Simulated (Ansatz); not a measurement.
# C₄H₁₁Al: small, medium and large basis sets

One table from this session's results is given with a row withheld; the runs are named, their logs left out.

Program: Ansatz 0.2.0, Gaussian basis. Level of theory: one geometry, several basis sets. These are calculated values, not measurements.

Plan: PBE0-D4/def2-SVP; ωB97M-V/def2-SVP; PBE0-D4/def2-QZVPP; ωB97M-V/def2-QZVPP; the functionals' def2-TZVPP values are taken from earlier runs.

## Structure used throughout

An earlier PBE0-D4 in a triple-zeta def2 set relaxation fixed the geometry.

16 atoms, charge 0, spin multiplicity 1.

Atoms are counted from 1 here; the program's logs count them from 0.

Bond lengths: C1–C2 1.523 Å, C1–H6 1.093 Å, C1–H7 1.095 Å, C1–H8 1.096 Å, C2–C3 1.523 Å, C2–C4 1.530 Å, C2–H9 1.098 Å, C3–H10 1.094 Å, C3–H11 1.095 Å, C3–H12 1.093 Å, C4–Al5 1.959 Å, C4–H13 1.101 Å, C4–H14 1.099 Å, Al5–H15 1.591 Å, Al5–H16 1.593 Å. Angles: C2–C1–H6 111.7°, C2–C1–H7 110.6°, C2–C1–H8 111.6°, H6–C1–H7 107.7°, H6–C1–H8 107.2°, H7–C1–H8 107.9°, C1–C2–C3 110.6°, C1–C2–C4 110.6°, C1–C2–H9 107.5°, C3–C2–C4 111.8°, C3–C2–H9 107.8°, C4–C2–H9 108.3°, C2–C3–H10 111.6°, C2–C3–H11 110.5°, C2–C3–H12 111.2°, H10–C3–H11 107.8°, H10–C3–H12 108.0°, H11–C3–H12 107.6° and more.

Set-up of the first run:

in.yaml

```yaml
crystal:
  periodic: [false, false, false]
  atoms:
    - {symbol: C, position_ang: [0.353044, 1.358809, -0.500097]}
    - {symbol: C, position_ang: [0.523153, 0.037626, 0.237164]}
    - {symbol: C, position_ang: [1.807430, -0.656560, -0.197152]}
    - {symbol: C, position_ang: [-0.703047, -0.855071, 0.033782]}
    - {symbol: Al, position_ang: [-2.398015, -0.135015, 0.701444]}
    - {symbol: H, position_ang: [1.220341, 2.010546, -0.367803]}
    - {symbol: H, position_ang: [0.226137, 1.187111, -1.574155]}
    - {symbol: H, position_ang: [-0.523979, 1.910016, -0.141612]}
    - {symbol: H, position_ang: [0.610887, 0.265122, 1.307980]}
    - {symbol: H, position_ang: [2.684255, -0.025162, -0.026226]}
    - {symbol: H, position_ang: [1.770766, -0.896694, -1.264705]}
    - {symbol: H, position_ang: [1.954334, -1.592470, 0.347695]}
    - {symbol: H, position_ang: [-0.547421, -1.827305, 0.526061]}
    - {symbol: H, position_ang: [-0.810602, -1.100209, -1.032418]}
    - {symbol: H, position_ang: [-3.788690, -0.689749, 0.162168]}
    - {symbol: H, position_ang: [-2.401391, 0.986604, 1.832174]}
basis:
  gaussian: {orbitals: def2-SVP}
hamiltonian: {xc: pbe0, dispersion: d4}
output: {orbitals: {seedname: orbitals}}
```

Steps of the session up to this table: PBE0-D4 in def2-SVP; ωB97M-V in def2-SVP; PBE0-D4 in def2-QZVPP; ωB97M-V in def2-QZVPP.

One table of the session follows, with a row left open; its other results are not shown here.

It belongs to the step «Functionals by basis». 

```
functional       basis  HOMO (eV)
   PBE0-D4    def2-SVP      -7.52
   PBE0-D4  def2-TZVPP      -7.52
   PBE0-D4  def2-QZVPP      -7.52
   ωB97M-V    def2-SVP          ?
   ωB97M-V  def2-TZVPP      -9.74
   ωB97M-V  def2-QZVPP      -9.74
```

**Question.** Estimate the row for ωB97M-V, def2-SVP.

As computed: HOMO (eV): -9.72. In the column «HOMO (eV)» it lies between ωB97M-V, def2-QZVPP (-9.74) and PBE0-D4, def2-SVP (-7.52).
